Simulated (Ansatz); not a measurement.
# C₃H₉Bi: up Jacob's ladder to CCSD(T)

The task here is to estimate one member of a computed series from the others.

The runs use Ansatz 0.2.0, Gaussian basis; functionals in def2-TZVPP, the program's frozen cores in correlated methods.

The runs, in order: LDA (SPW92), PBE-D4, revPBE-D4, BLYP-D4, r2SCAN-D4, B97M-V, PBE0-D4, B3LYP-D4, r2SCANh-D4, r2SCAN0-D4, HSE06-D4, BHLYP-D4, CAM-B3LYP-D4, LC-ωPBE, ωB97X-V, ωB97M-V, B2PLYP, PBE-QIDH; CCSD(T)/def2-SVP; CCSD(T)/def2-TZVPP; MP2/def2-QZVPP; extrapolation to the limit; RPA on PBE.

### The geometry

The geometry comes from an earlier relaxation with PBE0-D4 in a triple-zeta def2 set; it is a stationary point, not always the lowest conformer. Bi takes the def2 core potential; no spin-orbit term is included.

13 atoms, charge 0, spin multiplicity 1.

Atoms are counted from 1 here; the program's logs count them from 0.

Bond lengths: C1–Bi2 2.253 Å, C1–H5 1.090 Å, C1–H6 1.090 Å, C1–H7 1.090 Å, Bi2–C3 2.253 Å, Bi2–C4 2.253 Å, C3–H8 1.090 Å, C3–H9 1.090 Å, C3–H10 1.090 Å, C4–H11 1.090 Å, C4–H12 1.090 Å, C4–H13 1.090 Å. Angles: Bi2–C1–H5 109.4°, Bi2–C1–H6 109.2°, Bi2–C1–H7 109.4°, H5–C1–H6 109.7°, H5–C1–H7 109.3°, H6–C1–H7 109.7°, C1–Bi2–C3 93.1°, C1–Bi2–C4 93.1°, C3–Bi2–C4 93.1°, Bi2–C3–H8 109.2°, Bi2–C3–H9 109.4°, Bi2–C3–H10 109.4°, H8–C3–H9 109.7°, H8–C3–H10 109.7°, H9–C3–H10 109.3°, Bi2–C4–H11 109.4°, Bi2–C4–H12 109.4°, Bi2–C4–H13 109.2° and more.

The first run:

Input file in.yaml:

```yaml
crystal:
  periodic: [false, false, false]
  atoms:
    - {symbol: C, position_ang: [-1.117420, 1.499190, -0.251814]}
    - {symbol: Bi, position_ang: [0.654468, 0.344902, -1.030132]}
    - {symbol: C, position_ang: [1.590009, 0.163445, 1.011825]}
    - {symbol: C, position_ang: [-0.404199, -1.636761, -0.857032]}
    - {symbol: H, position_ang: [-0.808880, 2.515618, -0.006092]}
    - {symbol: H, position_ang: [-1.502589, 1.005465, 0.640152]}
    - {symbol: H, position_ang: [-1.892669, 1.533540, -1.017664]}
    - {symbol: H, position_ang: [0.829456, -0.147708, 1.727694]}
    - {symbol: H, position_ang: [2.002866, 1.127849, 1.308779]}
    - {symbol: H, position_ang: [2.390336, -0.576258, 0.979764]}
    - {symbol: H, position_ang: [0.319782, -2.445247, -0.961499]}
    - {symbol: H, position_ang: [-1.151805, -1.718793, -1.646381]}
    - {symbol: H, position_ang: [-0.888756, -1.699942, 0.117101]}
basis:
  gaussian: {orbitals: def2-TZVPP}
hamiltonian: {xc: lda}
output: {orbitals: {seedname: orbitals}}
```

Steps of the session up to this table: LDA; PBE-D4 (GGA); revPBE-D4 (GGA); BLYP-D4 (GGA); r2SCAN-D4 (meta-GGA); B97M-V (meta-GGA); PBE0-D4 (hybrid); B3LYP-D4 (hybrid); r2SCANh-D4 (hybrid); r2SCAN0-D4 (hybrid); HSE06-D4 (hybrid); BHLYP-D4 (hybrid); CAM-B3LYP-D4 (range-separated); LC-ωPBE-D4 (range-separated; the results give it without D4); ωB97X-V (range-separated); ωB97M-V (range-separated); B2PLYP (double hybrid); PBE-QIDH (double hybrid).

One table of the session follows, with a row left open; its other results are not shown here.

It belongs to the step «Frontier levels by functional». 

| functional | HOMO (eV) | LUMO (eV) | gap (eV) |
| --- | --- | --- | --- |
| LDA (SPW92) | -5.77 | -0.69 | 5.08 |
| PBE-D4 | -5.59 | -0.52 | 5.08 |
| revPBE-D4 | -5.53 | -0.43 | 5.10 |
| BLYP-D4 | -5.47 | -0.48 | 4.99 |
| r2SCAN-D4 | -5.80 | -0.18 | 5.63 |
| B97M-V | -5.73 | -0.46 | 5.27 |
| PBE0-D4 | -6.56 | 0.20 | 6.76 |
| B3LYP-D4 | -6.40 | -0.07 | 6.33 |
| r2SCANh-D4 | -6.16 | 0.06 | 6.23 |
| r2SCAN0-D4 | -6.71 | 0.41 | 7.12 |
| HSE06-D4 | -6.18 | -0.16 | 6.02 |
| BHLYP-D4 | -7.43 | 0.83 | 8.26 |
| CAM-B3LYP-D4 | -7.78 | 0.99 | 8.77 |
| LC-ωPBE | ? | ? | ? |
| ωB97X-V | -8.68 | 1.94 | 10.62 |
| ωB97M-V | -8.61 | 1.63 | 10.24 |

Estimate the missing values for LC-ωPBE.

The run gave: HOMO (eV): -8.98; LUMO (eV): 2.11; gap (eV): 11.09. In the column «HOMO (eV)» it is the lowest.
